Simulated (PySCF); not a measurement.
# C5H4F4: circular dichroism and optical rotation, excited states, first hyperpolarisability

What do calculations give for the circular dichroism and optical rotation, excited states, first hyperpolarisability of C5H4F4 (`CC=C=C(F)C(F)(F)F`)?

Computed with PySCF 2.14.0 and routines of our own; the level stands in each step. Atoms count from 0.

### Step 1. The starting structure

13 atoms, charge 0, multiplicity 1; geometry from: GFN2-xTB.

### Step 2. Relaxing the molecule at PBE0-D3(BJ)/def2-SVP

The job: settings as JSON, then the geometry in Å.

```
{"job": {"xc": "PBE0", "basis": "def2-SVP", "d3": "d3bj", "grid": 2, "kind": "geom"}, "charge": 0, "multiplicity": 1}
C      2.295822    -0.157983     0.509524
C      1.301576    -0.071100    -0.599357
C      0.076827     0.328189    -0.461977
C     -1.154668     0.709165    -0.295204
F     -1.559698     1.995884    -0.416346
C     -2.290839    -0.229117     0.038996
F     -1.855191    -1.494447     0.121374
F     -3.263506    -0.209917    -0.881316
F     -2.866154     0.060461     1.214330
H      3.159886     0.460289     0.271567
H      1.865975     0.170635     1.450940
H      2.636876    -1.187217     0.609343
H      1.648705    -0.374355    -1.579601
```

Run with:

```sh
> OMP_NUM_THREADS=1 python excited_run.py task.json out
```

This one command runs all jobs of the session in turn.

What it wrote:

```text
step   0  E = -591.20422736  max force = 0.017014
step   1  E = -591.20560445  max force = 0.009044
step   2  E = -591.20589642  max force = 0.005462
step   3  E = -591.20607031  max force = 0.001577
step   4  E = -591.20610510  max force = 0.001135
step   5  E = -591.20612168  max force = 0.001064
step   6  E = -591.20613080  max force = 0.000727
step   7  E = -591.20612674  max force = 0.000552
step   8  E = -591.20612989  max force = 0.000540
step   9  E = -591.20612851  max force = 0.001670
step  10  E = -591.20613426  max force = 0.001160
step  11  E = -591.20613806  max force = 0.000674
step  12  E = -591.20614005  max force = 0.000115
optimisation converged
```

It took 68 s on 1 thread of AMD EPYC 9R45, shared host; peak memory 0.72 GiB.

Step by step:

```csv
step,energy from step 0 (eV),largest force component (eV/Å)
0,0.0000,0.8749
1,-0.0375,0.4651
2,-0.0454,0.2809
3,-0.0501,0.0811
4,-0.0511,0.0584
5,-0.0515,0.0547
6,-0.0518,0.0374
7,-0.0517,0.0284
8,-0.0518,0.0278
9,-0.0517,0.0859
10,-0.0519,0.0596
11,-0.0520,0.0347
12,-0.0520,0.0059
```

Close pairs (by a distance rule), those that changed most:

```csv
bond,before (Å),after (Å),change (Å)
C3–F4,1.354,1.336,-0.019
C1–H12,1.083,1.100,+0.017
C1–C2,1.295,1.309,+0.013
C0–H11,1.089,1.102,+0.013
C0–H9,1.089,1.102,+0.013
C5–F6,1.341,1.328,-0.012
C0–H10,1.086,1.098,+0.012
C2–C3,1.300,1.307,+0.007
```

The final coordinates are the input of the step that follows.

```csv
at the end point,value
point group (found at 0.08 Å tolerance),C1
"rotational constants (GHz, main isotopes)","2.713, 0.985, 0.863"
dipole moment (D),3.44
```

### Step 3. Circular dichroism and optical rotation: TDDFT CAM-B3LYP/aug-cc-pVDZ

The job: settings as JSON, then the geometry in Å.

```
{"job": {"kind": "ecd", "xc": "CAM-B3LYP", "basis": "aug-cc-pVDZ", "nstates": 12}, "charge": 0, "multiplicity": 1}
C      2.298054    -0.365223     0.497881
C      1.293462    -0.163703    -0.590952
C      0.092896     0.334234    -0.437395
C     -1.116740     0.801370    -0.271777
F     -1.434526     2.095789    -0.359029
C     -2.321036    -0.045885     0.037784
F     -1.996143    -1.332247     0.101551
F     -3.260001     0.103879    -0.897188
F     -2.864200     0.307275     1.204257
H      3.220034     0.194751     0.273620
H      1.913674    -0.039063     1.472931
H      2.577090    -1.429115     0.563858
H      1.591124    -0.462665    -1.606553
```

Method: TDDFT CAM-B3LYP/aug-cc-pVDZ circular dichroism and optical rotation, one conformer, gas phase.

What it wrote:

```text
coarse grid: 12256 points
cycle   1  E = -591.9316557638  dE =  1.701e+00  |g| = 1.007e+00  |ddm| = 1.031e+01
cycle   2  E = -591.8302820483  dE =  1.014e-01  |g| = 1.341e+00  |ddm| = 3.659e+00
cycle   3  E = -592.1189196989  dE = -2.886e-01  |g| = 6.656e-02  |ddm| = 2.052e+00
cycle   4  E = -592.1195521640  dE = -6.325e-04  |g| = 4.156e-02  |ddm| = 2.224e-01
cycle   5  E = -592.1199428493  dE = -3.907e-04  |g| = 1.138e-02  |ddm| = 1.120e-01
cycle   6  E = -592.1199717688  dE = -2.892e-05  |g| = 2.540e-03  |ddm| = 2.614e-02
cycle   7  E = -592.1199735083  dE = -1.740e-06  |g| = 6.235e-04  |ddm| = 6.946e-03
final grid: 123944 points
cycle   8  E = -592.1248513348  dE = -2.579e-05  |g| = 4.328e-03  |ddm| = 1.822e-01
cycle   9  E = -592.1248506121  dE =  7.227e-07  |g| = 5.044e-03  |ddm| = 1.776e-02
cycle  10  E = -592.1248549748  dE = -4.363e-06  |g| = 3.713e-04  |ddm| = 7.315e-03
cycle  11  E = -592.1248549989  dE = -2.409e-08  |g| = 1.572e-04  |ddm| = 1.011e-03
cycle  12  E = -592.1248550033  dE = -4.414e-09  |g| = 4.283e-05  |ddm| = 3.445e-04
cycle  13  E = -592.1248550036  dE = -3.388e-10  |g| = 9.046e-06  |ddm| = 1.064e-04
converged SCF energy = -592.1248550036

Singlet excitations and rotatory strengths (1e-40 esu^2 cm^2)
state   eV       nm     f(len)   f(vel)    R(len)    R(vel)   main configurations
  1   5.3317   232.5  0.00063  0.00048    -2.213    -2.063   H->L+1 0.83, H->L 0.11
  2   6.2139   199.5  0.00003  0.00003    -1.058    -0.968   H-1->L 0.32, H-1->L+3 0.31, H-1->L+5 0.20
  3   6.9115   179.4  0.00685  0.00671     6.967     6.912   H->L 0.42, H-1->L+1 0.29, H->L+5 0.10
  4   7.2077   172.0  0.26229  0.25439    -7.094    -6.670   H->L 0.29, H-1->L+1 0.26, H->L+3 0.16
  5   7.4698   166.0  0.01128  0.01100    -5.996    -5.954   H-1->L 0.39, H-1->L+3 0.28
  6   7.6444   162.2  0.89672  0.87124    10.018     8.431   H->L+3 0.51, H-1->L+1 0.24, H->L+4 0.08
  7   7.8956   157.0  0.07716  0.07735    -1.070    -0.444   H->L+2 0.82
  8   8.0472   154.1  0.00623  0.00660     0.314     0.362   H-1->L+2 0.89
  9   8.1845   151.5  0.06513  0.06270   -11.508   -11.331   H->L+5 0.53, H->L+7 0.17
 10   8.2729   149.9  0.00382  0.00371    -3.105    -3.112   H->L+4 0.64, H->L+3 0.14
 11   8.4216   147.2  0.03072  0.02897    -1.875    -1.736   H-1->L+4 0.72, H-1->L+5 0.11
 12   8.4439   146.8  0.04070  0.03901    -1.480    -1.329   H-1->L+5 0.54, H-1->L+3 0.26

Specific rotation (deg / (dm g/mL))
    nm     length   length(OI)   velocity    alpha(len)  alpha(vel)
  633.0     -37.57     -37.91     -35.53       70.809     69.300
  589.3     -44.25     -44.64     -41.84       71.133     69.617
  546.0     -52.90     -53.36     -50.02       71.542     70.016
  436.0     -92.80     -93.55     -87.69       73.273     71.708
  405.0    -113.50    -114.38    -107.21       74.084     72.500
  365.0    -154.22    -155.33    -145.59       75.531     73.913
  355.0    -168.40    -169.56    -158.93       75.992     74.364
```

Wall time 60 s (1 thread of AMD EPYC 9R45, shared host); peak memory 1.1 GiB.

The fields below are evaluated on a grid from the run's orbitals.

Frontier orbitals at CAM-B3LYP/aug-cc-pVDZ, with the share of their density that lies nearest to each atom:

```csv
orbital,energy (eV),lies on
HOMO,-9.40,"C2, C3 about 35 % each; F4 14 %"
LUMO,0.02,"H9, H12 about 21 % each; H11 16 %; H10 9 %"
```

ELF in a plane through or near 4 of the atoms.

Ten even steps from '0' (0.00) to '9' (1.00):
```
0000000000000000000000000000
0000000000000000000000000000
0000000000000000000000000000
0000000000000000000000000000
0000000000011000000000000000
0000000000233320000000000000
0000000002456555310001100000
0000143003568678751025420000
0000376325218339874158741000
0000256558118437577477862000
0000015657768862142177752000
0000059995334520146232220000
0000189996101101577510000000
0000189996000002788500000000
0000049983000001577400000000
0000001310000000234200000000
0000000000000000000000000000
0000000000000000000000000000
0000000000000000000000000000
0000000000000000000000000000
```
The map spans 11.8 Å across and 8.4 Å up, centred on the molecule. Atoms in the plane (x, y in Å): C1 (-1.3, 0.4), C2 (0.0, 0.5), C5 (2.3, -0.4), H11 (-2.8, -1.1).

On the surface of density 0.002 e/bohr³ the electrostatic potential runs, from the 1st to the 99th percentile, from -0.62 V near F4 to 1.32 V near H12.

### Step 4. Excited states: TDA CAM-B3LYP/def2-TZVP

Settings changed since step 3:

```diff
@@ -1,2 +1,2 @@
-{"job": {"kind": "ecd", "xc": "CAM-B3LYP", "basis": "aug-cc-pVDZ", "nstates": 12}, "charge": 0, "multiplicity": 1}
+{"job": {"kind": "states", "xc": "CAM-B3LYP", "basis": "def2-TZVP", "tda": true, "soc": true, "nstates": 6, "ntriplets": 5, "nquad": 4}, "charge": 0, "multiplicity": 1}
 C      2.298054    -0.365223     0.497881
```

Level: TDA CAM-B3LYP/def2-TZVP excited states, vertical, gas phase, spin-orbit mean-field couplings.

What it wrote:

```text
coarse grid: 12256 points
cycle   1  E = -592.1046341209  dE =  1.662e+00  |g| = 1.097e+00  |ddm| = 3.492e+00
cycle   2  E = -591.9777892956  dE =  1.268e-01  |g| = 1.500e+00  |ddm| = 1.910e+00
cycle   3  E = -592.3068823225  dE = -3.291e-01  |g| = 6.688e-02  |ddm| = 1.185e+00
cycle   4  E = -592.3074052438  dE = -5.229e-04  |g| = 4.711e-02  |ddm| = 9.994e-02
cycle   5  E = -592.3078834510  dE = -4.782e-04  |g| = 1.177e-02  |ddm| = 3.784e-02
cycle   6  E = -592.3079122567  dE = -2.881e-05  |g| = 2.867e-03  |ddm| = 1.133e-02
cycle   7  E = -592.3079142813  dE = -2.025e-06  |g| = 7.156e-04  |ddm| = 3.483e-03
final grid: 123944 points
cycle   8  E = -592.3097273657  dE = -6.844e-05  |g| = 4.765e-03  |ddm| = 5.417e-02
cycle   9  E = -592.3097268707  dE =  4.950e-07  |g| = 5.121e-03  |ddm| = 6.631e-03
cycle  10  E = -592.3097311091  dE = -4.238e-06  |g| = 5.237e-04  |ddm| = 3.889e-03
cycle  11  E = -592.3097311424  dE = -3.330e-08  |g| = 2.414e-04  |ddm| = 7.487e-04
cycle  12  E = -592.3097311528  dE = -1.037e-08  |g| = 4.003e-05  |ddm| = 2.898e-04
cycle  13  E = -592.3097311530  dE = -2.387e-10  |g| = 1.460e-05  |ddm| = 4.339e-05
converged SCF energy = -592.3097311530

Singlet excitations
state   eV       nm        f     d(h-e)  d(exc)  Lambda  PR(NTO)  |dmu|/D   mu/D   main configurations
  1   5.3682   231.0   0.00076   0.925   2.520   0.539   1.031    2.391    1.283   H->L 0.98
  2   6.2892   197.1   0.00008   0.847   2.528   0.495   1.030    2.171    5.815   H-1->L+1 0.94
  3   7.4186   167.1   0.00456   0.026   2.769   0.805   2.090    0.120    3.700   H-1->L 0.49, H->L+1 0.45
  4   8.1128   152.8   1.61630   0.397   2.706   0.774   2.209    1.170    2.941   H->L+1 0.47, H-1->L 0.41
  5   8.6456   143.4   0.02274   0.983   3.149   0.426   1.023                     H-1->L+2 0.83, H-1->L+3 0.10
  6   8.7354   141.9   0.15862   1.046   3.190   0.456   1.098                     H->L+2 0.72, H->L+4 0.12

Triplet excitations (Tamm-Dancoff)
state   eV     d(h-e)  d(exc)  Lambda  PR(NTO)   main configurations
  1   4.3093   0.016   2.134   0.814   1.415   H-1->L 0.78, H->L+1 0.15
  2   4.5772   0.163   2.179   0.777   1.413   H->L+1 0.73, H-1->L 0.17
  3   4.9631   0.899   2.500   0.539   1.021   H->L 0.98
  4   5.8885   0.876   2.493   0.494   1.023   H-1->L+1 0.93
  5   8.3525   1.306   3.308   0.462   1.040   H->L+2 0.63, H->L+4 0.15, H->L+3 0.10
S1 - T1 = 1.0589 eV

Spin-orbit couplings |<S|Hso|T>| (cm-1)
             T1       T2       T3       T4       T5
S0        0.199    0.919   15.518   14.539    4.144
S1        8.976    8.301    0.220    0.065    2.183
S2        8.119    6.069    0.064    0.169    1.527
S3        0.814    0.228    8.634   11.759    0.777
S4        0.503    0.454    4.339    4.927    2.799
S5        3.587    2.009    0.743    1.434    5.176
S6        1.032    1.529    6.471    2.416    1.023
T1 sublevels (cm-1): 0.000 0.011 0.017   radiative rates (1/s): 0.294 0.0197 0.0513
```

Wall time 49 s (1 thread of AMD EPYC 9R45, shared host); peak memory 1.2 GiB.

Key values:

```csv
quantity,value
S1 less T1,1.06 eV
```

### Step 5. Excited states: TDDFT CAM-B3LYP/aug-cc-pVDZ

Settings changed since step 4:

```diff
@@ -1,2 +1,2 @@
-{"job": {"kind": "states", "xc": "CAM-B3LYP", "basis": "def2-TZVP", "tda": true, "soc": true, "nstates": 6, "ntriplets": 5, "nquad": 4}, "charge": 0, "multiplicity": 1}
+{"job": {"kind": "states", "xc": "CAM-B3LYP", "basis": "aug-cc-pVDZ", "tpa": true, "nstates": 8, "nquad": 6, "ntriplets": 0}, "charge": 0, "multiplicity": 1}
 C      2.298054    -0.365223     0.497881
```

Level: TDDFT CAM-B3LYP/aug-cc-pVDZ excited states, vertical, gas phase, two-photon moments by quadratic response.

What it wrote:

```text
coarse grid: 12256 points
cycle   1  E = -591.9316557638  dE =  1.701e+00  |g| = 1.007e+00  |ddm| = 1.031e+01
cycle   2  E = -591.8302820483  dE =  1.014e-01  |g| = 1.341e+00  |ddm| = 3.659e+00
cycle   3  E = -592.1189196989  dE = -2.886e-01  |g| = 6.656e-02  |ddm| = 2.052e+00
cycle   4  E = -592.1195521640  dE = -6.325e-04  |g| = 4.156e-02  |ddm| = 2.224e-01
cycle   5  E = -592.1199428493  dE = -3.907e-04  |g| = 1.138e-02  |ddm| = 1.120e-01
cycle   6  E = -592.1199717688  dE = -2.892e-05  |g| = 2.540e-03  |ddm| = 2.614e-02
cycle   7  E = -592.1199735083  dE = -1.740e-06  |g| = 6.235e-04  |ddm| = 6.946e-03
final grid: 123944 points
cycle   8  E = -592.1248513348  dE = -2.579e-05  |g| = 4.328e-03  |ddm| = 1.822e-01
cycle   9  E = -592.1248506121  dE =  7.227e-07  |g| = 5.044e-03  |ddm| = 1.776e-02
cycle  10  E = -592.1248549748  dE = -4.363e-06  |g| = 3.713e-04  |ddm| = 7.315e-03
cycle  11  E = -592.1248549989  dE = -2.409e-08  |g| = 1.572e-04  |ddm| = 1.011e-03
cycle  12  E = -592.1248550033  dE = -4.414e-09  |g| = 4.283e-05  |ddm| = 3.445e-04
cycle  13  E = -592.1248550036  dE = -3.388e-10  |g| = 9.046e-06  |ddm| = 1.064e-04
converged SCF energy = -592.1248550036

Singlet excitations
state   eV       nm        f     d(h-e)  d(exc)  Lambda  PR(NTO)  |dmu|/D   mu/D   delta(TPA)   sigma/GM   main configurations
  1   5.3317   232.5   0.00063   0.897   2.562   0.504   1.043    2.341    1.416        0.24      0.003   H->L+1 0.83, H->L 0.11
  2   6.2139   199.5   0.00003   0.698   2.651   0.400   1.017    1.596    5.306        0.22      0.003   H-1->L 0.32, H-1->L+3 0.31, H-1->L+5 0.20
  3   6.9117   179.4   0.00686   0.659   3.389   0.526   1.927    2.248    1.510       88.26      1.545   H->L 0.42, H-1->L+1 0.29, H->L+5 0.10
  4   7.2078   172.0   0.26192   0.857   3.655   0.502   1.737    3.368    3.692       38.67      0.736   H->L 0.29, H-1->L+1 0.26, H->L+3 0.16
  5   7.4698   166.0   0.01126   0.917   3.804   0.407   1.085    4.778    2.622       16.97      0.347   H-1->L 0.39, H-1->L+3 0.28
  6   7.6449   162.2   0.89708   0.274   3.056   0.552   1.829    0.971    4.000        9.62      0.206   H->L+3 0.51, H-1->L+1 0.24, H->L+4 0.08
  7   7.8957   157.0   0.07745   1.783   4.628   0.218   1.093                                            H->L+2 0.82
  8   8.0472   154.1   0.00623   1.182   4.292   0.182   1.011                                            H-1->L+2 0.89
```

Run time: 38 s. Hardware: 1 thread of AMD EPYC 9R45, shared host; peak memory 1 GiB.

### Step 6. First hyperpolarisability: quadratic response CAM-B3LYP/aug-cc-pVDZ

Settings changed since step 5:

```diff
@@ -1,2 +1,2 @@
-{"job": {"kind": "states", "xc": "CAM-B3LYP", "basis": "aug-cc-pVDZ", "tpa": true, "nstates": 8, "nquad": 6, "ntriplets": 0}, "charge": 0, "multiplicity": 1}
+{"job": {"kind": "beta", "xc": "CAM-B3LYP", "basis": "aug-cc-pVDZ"}, "charge": 0, "multiplicity": 1}
 C      2.298054    -0.365223     0.497881
```

With the program's defaults for keys left out, this is: quadratic response CAM-B3LYP/aug-cc-pVDZ first hyperpolarisability, Taylor convention, gas phase.

What it wrote:

```text
coarse grid: 12256 points
cycle   1  E = -591.9316557638  dE =  1.701e+00  |g| = 1.007e+00  |ddm| = 1.031e+01
cycle   2  E = -591.8302820483  dE =  1.014e-01  |g| = 1.341e+00  |ddm| = 3.659e+00
cycle   3  E = -592.1189196989  dE = -2.886e-01  |g| = 6.656e-02  |ddm| = 2.052e+00
cycle   4  E = -592.1195521640  dE = -6.325e-04  |g| = 4.156e-02  |ddm| = 2.224e-01
cycle   5  E = -592.1199428493  dE = -3.907e-04  |g| = 1.138e-02  |ddm| = 1.120e-01
cycle   6  E = -592.1199717688  dE = -2.892e-05  |g| = 2.540e-03  |ddm| = 2.614e-02
cycle   7  E = -592.1199735083  dE = -1.740e-06  |g| = 6.235e-04  |ddm| = 6.946e-03
final grid: 123944 points
cycle   8  E = -592.1248513348  dE = -2.579e-05  |g| = 4.328e-03  |ddm| = 1.822e-01
cycle   9  E = -592.1248506121  dE =  7.227e-07  |g| = 5.044e-03  |ddm| = 1.776e-02
cycle  10  E = -592.1248549748  dE = -4.363e-06  |g| = 3.713e-04  |ddm| = 7.315e-03
cycle  11  E = -592.1248549989  dE = -2.409e-08  |g| = 1.572e-04  |ddm| = 1.011e-03
cycle  12  E = -592.1248550033  dE = -4.414e-09  |g| = 4.283e-05  |ddm| = 3.445e-04
cycle  13  E = -592.1248550036  dE = -3.388e-10  |g| = 9.046e-06  |ddm| = 1.064e-04
converged SCF energy = -592.1248550036

Lowest singlets (eV, f): 5.3317 0.0006  6.2139 0.0000  6.9117 0.0069

First hyperpolarisability (au)
process     nm      |vector|   parallel      HRS      DR
static         -      208.38    -123.59       77.3   8.151
shg       1907.0      215.12    -127.59      79.89   8.014
eope      1907.0      210.58     -124.9          -       -
shg       1064.0      231.58    -137.38      86.27   7.701
eope      1064.0      215.61    -127.88          -       -
```

Run time: 31 s. Hardware: 1 thread of AMD EPYC 9R45, shared host; peak memory 0.97 GiB.

### Step 7. Outcome

```
                                                                                         quantity                                                          value
                                                                                      point group                                                             C1
                                                             rotational constants (main isotopes)                                           2.71, 0.98, 0.86 GHz
state of largest rotatory strength (velocity form) among 12 (step 3, TDDFT CAM-B3LYP/aug-cc-pVDZ)  8.18 eV, R = -11.3 (velocity), -11.5 (length) ·10⁻⁴⁰ esu² cm²
                              specific rotation at 633.0 nm (step 3, TDDFT CAM-B3LYP/aug-cc-pVDZ)                               -35.5 (velocity), -37.6 (length)
                                                            surface potential, 1st and 99th percentile                                             -0.62 V and 1.32 V
                                                     S1 less T1 (step 4, TDA CAM-B3LYP/def2-TZVP)                                                        1.06 eV
                                      β vector (step 6, quadratic response CAM-B3LYP/aug-cc-pVDZ)            static 208, SHG 1907.0 nm 215, SHG 1064.0 nm 232 au
```

**Reading.** Relaxing lowered the energy by 0.052 eV in 12 steps; the close pair that moved most is C3–F4, from 1.354 to 1.336 Å. No frequency check was run at this level, so the end point may be a saddle. Rotations belong to one conformer and to the handedness of the start. In step 4, the number of triplets below S1 is 3, and the largest singlet-triplet spin-orbit coupling is S0–T3, 15.52 cm⁻¹. β grows from 208 au (static) to 232 au for doubling at 1064.0 nm: normal dispersion, which grows as twice the photon energy moves toward the bright states.
